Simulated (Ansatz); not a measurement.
Run this with Ansatz 0.2.0 through its Python package and show what comes out.

Contents of `zrhg.cif`:
```cif
data_ZrHg
_cell_length_a 3.147000
_cell_length_b 3.147000
_cell_length_c 4.170000
_cell_angle_alpha 90.00000
_cell_angle_beta 90.00000
_cell_angle_gamma 90.00000
_symmetry_space_group_name_H-M 'P 1'
_symmetry_Int_Tables_number 1
loop_
_symmetry_equiv_pos_as_xyz
'x, y, z'
loop_
_atom_site_label
_atom_site_type_symbol
_atom_site_fract_x
_atom_site_fract_y
_atom_site_fract_z
Zr1 Zr    0.500000    0.500000    0.500000
Hg2 Hg    0.000000    0.000000    0.000000
```

Script `paw_lapw_zrhg.py`:
```python
"""PAW against all-electron LAPW for ZrHg."""

import ansatz as az
from ase.io import read
import numpy as np


def count_gap(report):
    # lowest empty less highest filled band, counting bands; zero where they overlap
    return max(report.get("gap_by_band_count_ev") or 0.0, 0.0)


def main() -> None:
    atoms = read("zrhg.cif")
    zrhg = az.Crystal.from_ase(atoms)

    job = (
        zrhg.calculation()
        .functional("pbesol")
        .kpoints(11, 11, 8, center="gamma")
        .occupations("Methfessel-Paxton", width=0.15)  # smearing steadies the SCF of a metal
        .stress()  # GPa
        .forces()  # eV per angstrom
        .band_table()
    )
    variants = {
        "PAW": job.pseudopotentials("paw"),
        "LAPW": job.pseudopotentials("all_electron", lapw=True),
    }
    # totals differ by the cores that each treatment holds, so compare what does not depend on them
    rows = []
    for label, variant in variants.items():
        report = variant.run().report
        levels = np.array(report["eigenvalues_ev"][0]) - report["fermi_energy_ev"]
        print(label, "levels at the first k-point near E_F:", np.round(levels[np.abs(levels) < 5], 3))
        rows.append((label, report["n_electrons"], np.trace(report["stress_gpa"]) / 3, count_gap(report)))
    print("     treatment  electrons in bands           P GPa  gap by band count eV")
    for row in rows:
        print(f"{str(row[0]):>14s}  {row[1]:18.1f}  {row[2]:14.3f}  {row[3]:20.3f}")


if __name__ == "__main__":
    main()
```

`python paw_lapw_zrhg.py` gives:
```text
DeckWarning: basis.ecutwfc = 420 eV, auto-derived from the records' recommended cutoffs: set by Zr (normal level)
PAW levels at the first k-point near E_F: [-0.79  -0.511  1.652  3.342  3.342  4.318]
LAPW levels at the first k-point near E_F: [-0.789 -0.511  1.651  3.343  3.343  4.319]
     treatment  electrons in bands           P GPa  gap by band count eV
           PAW                32.0          -0.737                 0.000
          LAPW                62.0          -0.723                 0.000
```
(Warnings from the package without file and line.)

PAW gives -0.737 GPa and LAPW -0.723 GPa, 0.015 GPa apart. They took 1.7 and 21.6 s of processor time.

What to keep in mind:
- The run is spin-unpolarised.
- The computed bands are complete only to about 3.0 eV above the Fermi level.
- A gap by band count of zero or less means overlapping bands, a metal.
- The structure is a deposited one; some such entries were measured under pressure or heat, so a shift against it needn't be the functional's error alone.
- Levels are Kohn-Sham eigenvalues on this mesh, without spin-orbit coupling.
- Pressure is positive in compression; the treatments may keep other shells as core, so totals and counts of electrons can differ.
- The whole script took 24 s on 1 thread of Intel(R) Xeon(R) 6975P-C (Granite Rapids) (shared host), peak memory 0.83 GiB.
